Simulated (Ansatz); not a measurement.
# CaY3: the cost of one run

Program: Ansatz 0.2.0. Level of theory: DFT PBE, scalar-relativistic, plane waves, PAW. These are calculated values, not measurements.

## (1) The structure to begin with

The structure is hexagonal, space group P-6m2 (No. 187). The conventional cell has a = 3.671 Å, b = 3.671 Å, c = 11.852 Å, α = 90.00°, β = 90.00°, γ = 120.00°. Around Ca (site symmetry -6m2) lie 6 Ca at 3.67 Å and 6 Y at 3.78 Å. Y (site symmetry 3m) has 9 Y at 3.51 to 3.67 Å and 3 Ca at 3.78 Å as nearest neighbours. Y (site symmetry -6m2) has 12 Y at 3.51 to 3.67 Å as nearest neighbours.

Structure file:

```xyz
4
Lattice="3.6710 0.0000 0.0000 -1.8355 3.1792 0.0000 0.0000 0.0000 11.8519" Properties=species:S:1:pos:R:3 pbc="T T T"
Ca    0.0000    2.1194    5.9260
Y     0.0000    0.0000    9.0521
Y     0.0000    2.1194    0.0000
Y     0.0000    0.0000    2.7998
```

The cell was relaxed beforehand at this level, from a generated guess; it is a trial structure. At a tolerance of 0.05 Å it has space group P-6m2 (No. 187); it has 34.58 Å³/atom, an uncorrected energy of +0.05 eV/atom over the elements.

## (2) Bands, states and charges

Input file input.yaml:

```yaml
crystal:
  lattice:
    - [3.6709858211, 0.0, 0.0]
    - [-1.8354929106, 3.179166978, 0.0]
    - [0.0, 0.0, 11.8519327807]
  atoms:
    - { symbol: Ca, position: [0.3333333333, 0.6666666667, 0.5] }
    - { symbol: "Y", position: [0.0, 0.0, 0.7637658788] }
    - { symbol: "Y", position: [0.3333333333, 0.6666666667, 0.0] }
    - { symbol: "Y", position: [0.0, 0.0, 0.2362341212] }
basis:
  ecutwfc: 420
kpoints:
  mp_grid: { grid: [12, 12, 4] }
  band_path:
    path:
      - [[0.0, 0.0, 0.0], [0.5, 0.0, 0.0], [0.33333333, 0.33333333, 0.0], [0.0, 0.0, 0.0], [0.0, 0.0, 0.5], [0.5, 0.0, 0.5], [0.33333333, 0.33333333, 0.5], [0.0, 0.0, 0.5]]
      - [[0.5, 0.0, 0.5], [0.5, 0.0, 0.0]]
      - [[0.33333333, 0.33333333, 0.5], [0.33333333, 0.33333333, 0.0]]
    npoints: 14
hamiltonian:
  xc: pbe
scf:
  occupations: { method: gaussian, width: 0.1 }
  n_extra_bands: 10
output:
  forces: true
  stress: true
  eigenvalues: true
  populations: true
  dos: { projected: true, de: 0.02, nscf_kmesh: { grid: [15, 15, 5] } }
  bader: true
  write_density: true
  write_potential: true
  elf: true
  volumetric_format: npy
```

Run with:

```console
> ansatz run input.yaml --threads 1 --pin off --max-ram 2560MiB --backend cpu --events-out ev --progress --plain --runs-dir out
```

Q: Estimate wall time and peak memory on 1 thread of Arm Neoverse V2, shared host.

About 93 s, with a peak of 0.59 GiB.
